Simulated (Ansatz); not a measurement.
Set up this calculation in Ansatz 0.2.0, as the native input.

```yaml
Task: single point
Functional: PBE
Potentials_or_basis: SPMS NC
Cutoff: "1034 eV (not typed: the program's choice for these potentials)"
k_mesh: 5 × 5 × 4
Occupations: fermi-dirac, width 0.05 eV
Spin: no spin polarisation
```

The system is Ta3AsAu2O13.

```
Ta As Au O
1.0
     5.88672   -0.00071    0.00161
     2.20057    5.91386   -0.00164
     1.84923    1.74129    7.56108
Ta As Au O
3 1 2 13
Cartesian
  3.5266 1.3173 4.4376
  8.4168 4.9839 5.7733
  1.3627 1.9469 1.4289
  2.4237 5.3061 0.2061
  3.4837 4.6599 2.8833
  6.1198 3.7059 4.3006
  2.5979 3.8076 1.2494
  5.5380 0.8836 0.8841
  5.2547 7.1565 6.3257
  8.6757 6.4976 6.9562
  6.8735 5.5800 4.1347
  3.0275 3.4472 4.4871
  3.9931 5.7780 1.2997
  5.2700 1.9520 4.6580
  3.4479 3.9739 7.1025
  2.8082 1.6393 2.7019
  3.9879 5.7872 4.4863
  6.7093 4.2043 6.1535
  6.0934 3.0478 2.3585
```

The cell was built by a generator and needn't be a form met in nature.

One way to write it, as run:

input.yaml

```yaml
crystal:
  lattice:
    - [5.88672, -0.00071, 0.00161]
    - [2.20057, 5.91386, -0.00164]
    - [1.84923, 1.74129, 7.56108]
  atoms:
    - { symbol: Ta, position: [0.39605, 0.05, 0.58683] }
    - { symbol: Ta, position: [0.95891, 0.61806, 0.76348] }
    - { symbol: Ta, position: [0.06984, 0.27356, 0.18903] }
    - { symbol: As, position: [0.07072, 0.88917, 0.02743] }
    - { symbol: Au, position: [0.21939, 0.67567, 0.38144] }
    - { symbol: Au, position: [0.68925, 0.45927, 0.56874] }
    - { symbol: O, position: [0.16689, 0.59518, 0.16534] }
    - { symbol: O, position: [0.86104, 0.11514, 0.11677] }
    - { symbol: O, position: [0.2695, 0.96377, 0.83676] }
    - { symbol: O, position: [0.87527, 0.82792, 0.92] }
    - { symbol: O, position: [0.70329, 0.78261, 0.54686] }
    - { symbol: O, position: [0.17528, 0.40817, 0.5935] }
    - { symbol: O, position: [0.27798, 0.9264, 0.17203] }
    - { symbol: O, position: [0.64612, 0.14878, 0.61595] }
    - { symbol: O, position: [0.14281, 0.39538, 0.93941] }
    - { symbol: O, position: [0.30048, 0.17203, 0.35732] }
    - { symbol: O, position: [0.19051, 0.80386, 0.59347] }
    - { symbol: O, position: [0.70787, 0.4714, 0.81379] }
    - { symbol: O, position: [0.77878, 0.42364, 0.31185] }
hamiltonian:
  xc: pbe
  pseudopotentials: { kind: nc, source: spms }
kpoints:
  mp_grid: { grid: [5, 5, 4] }
scf:
  occupations: { method: fermi_dirac, width: 0.05 }
output:
  forces: true
  stress: true
  eigenvalues: true
```

Potentials or basis: SPMS NC.

The run is started by

```console
$ ansatz run input.yaml --threads 8 --pin off --max-ram 20480MiB --backend cpu --events-out ev --progress --plain --runs-dir out
```

Results of the run:

```yaml
Pressure: -0.5 GPa
Largest_force: 0.131 eV/Å
Band_gap_on_the_k_mesh: 1.58 eV, indirect (least direct gap 1.61 eV)
```

Caveat: odd divisions of the mesh miss points on the zone boundary, where band edges often lie, so the gap on the mesh can be too wide; the pressure holds a Pulay correction of +0.4 GPa for the finite cutoff; spin-orbit coupling is left out, which moves the levels of the heavy elements.

Wall time 92 s on 8 threads of Arm Neoverse V2 (shared host), peak memory 5 GiB.
